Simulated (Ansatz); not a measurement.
# ZrZn: LAPW beside PAW

Does the method matter for ZrZn? The same cell, functional and mesh are run with all-electron LAPW, PAW on the default files and all-electron PAW on datasets made for the crystal.

Program: Ansatz 0.2.0. Level of theory: DFT PBEsol, scalar-relativistic. These are calculated values, not measurements.

### 1 The system as given

It takes space group Pm-3m (No. 221, cubic). The conventional cell has a = 3.336 Å, b = 3.336 Å, c = 3.336 Å, α = 90.00°, β = 90.00°, γ = 90.00°. Zr (site symmetry m-3m) is surrounded by 8 Zn at 2.89 Å. Zn (site symmetry m-3m) is surrounded by 8 Zr at 2.89 Å.

Coordinates:

```xyz
2
Lattice="3.3360 0.0000 0.0000 0.0000 3.3360 0.0000 0.0000 0.0000 3.3360" Properties=species:S:1:pos:R:3 pbc="T T T"
Zr    1.6680    1.6680    1.6680
Zn    0.0000    0.0000    0.0000
```

Structure: COD 1540230, as refined from experiment and not relaxed.

Atoms are numbered in the order of the input: Zr1, Zn2.

### 2 All-electron LAPW

The input, input.yaml:

```yaml
crystal:
  lattice:
    - [3.336, 0.0, 0.0]
    - [0.0, 3.336, 0.0]
    - [0.0, 0.0, 3.336]
  atoms:
    - { symbol: Zr, position: [0.5, 0.5, 0.5] }
    - { symbol: Zn, position: [0.0, 0.0, 0.0] }
kpoints:
  mp_grid: { grid: [10, 10, 10] }
  band_path:
    path:
      - [0.0, 0.0, 0.0]
      - [0.0, 0.5, 0.0]
      - [0.5, 0.5, 0.0]
      - [0.0, 0.0, 0.0]
      - [0.5, 0.5, 0.5]
      - [0.0, 0.5, 0.0]
      - [0.5, 0.5, 0.5]
      - [0.5, 0.5, 0.0]
    npoints: 14
scf:
  occupations: { method: fermi_dirac, width: 0.08 }
hamiltonian:
  xc: pbesol
  pseudopotentials: { kind: all_electron, lapw: { basis_error: 0.0005 } }
output:
  forces: true
  stress: true
  eigenvalues: true
  fatbands: true
  populations: true
  dos: { projected: true, de: 0.2, e_range: [-14, 8] }
```

The run is started by

```bash
$ ansatz run input.yaml --threads 1 --pin off --max-ram 3072MiB --backend cpu --events-out ev --progress --plain --runs-dir out
```

### 3 PAW on the default files

Changes to input.yaml since step 2:

```diff
@@ -25,3 +25,3 @@
   xc: pbesol
-  pseudopotentials: { kind: all_electron, lapw: { basis_error: 0.0005 } }
+  pseudopotentials: { kind: paw }
 output:
@@ -30,4 +30,9 @@
   eigenvalues: true
-  fatbands: true
+  efg: { contact_densities: true }
   populations: true
+  bader: true
   dos: { projected: true, de: 0.2, e_range: [-14, 8] }
+  write_density: true
+  write_potential: true
+  elf: true
+  volumetric_format: npy
```

### 4 All-electron PAW on datasets made for the crystal

Changes to input.yaml since step 3:

```diff
@@ -20,3 +20,3 @@
       - [0.5, 0.5, 0.0]
-    npoints: 14
+    npoints: 8
 scf:
@@ -25,3 +25,3 @@
   xc: pbesol
-  pseudopotentials: { kind: paw }
+  pseudopotentials: { kind: all_electron, datasets: crystal }
 output:
@@ -31,8 +31 @@
   efg: { contact_densities: true }
-  populations: true
-  bader: true
-  dos: { projected: true, de: 0.2, e_range: [-14, 8] }
-  write_density: true
-  write_potential: true
-  elf: true
-  volumetric_format: npy
```

(Steps that only read results are left out.)

What does the calculation give? Wanted: pressure; gap; Bader charges; highest ELF.

**Answer**, as computed:

```
           quantity                                              value
           pressure  LAPW -4.25, PAW -4.26, crystal datasets -4.24 GPa
         gap (LAPW)                                               none
Bader charges (PAW)                             Zr1 +0.96, Zn2 -0.96 e
  highest ELF (PAW)                               0.49, 1.57 Å from Zn
```

At this geometry the cell is under tension of 4.2 GPa, so it would shrink if let go. There is no gap at this level; the crystal is a metal here. Within 0.3 eV of the Fermi level the largest projected share is Zr 4d (93 %). The projection holds only the free atom's occupied shells (Zr 5s, Zr 4d, Zn 4s, Zn 3d in this range). In pressure, PAW differs from LAPW by -0.01 GPa. The price, with the outputs that each input asks for: 28 s for LAPW against 11 s for PAW, about 2.6 to one.
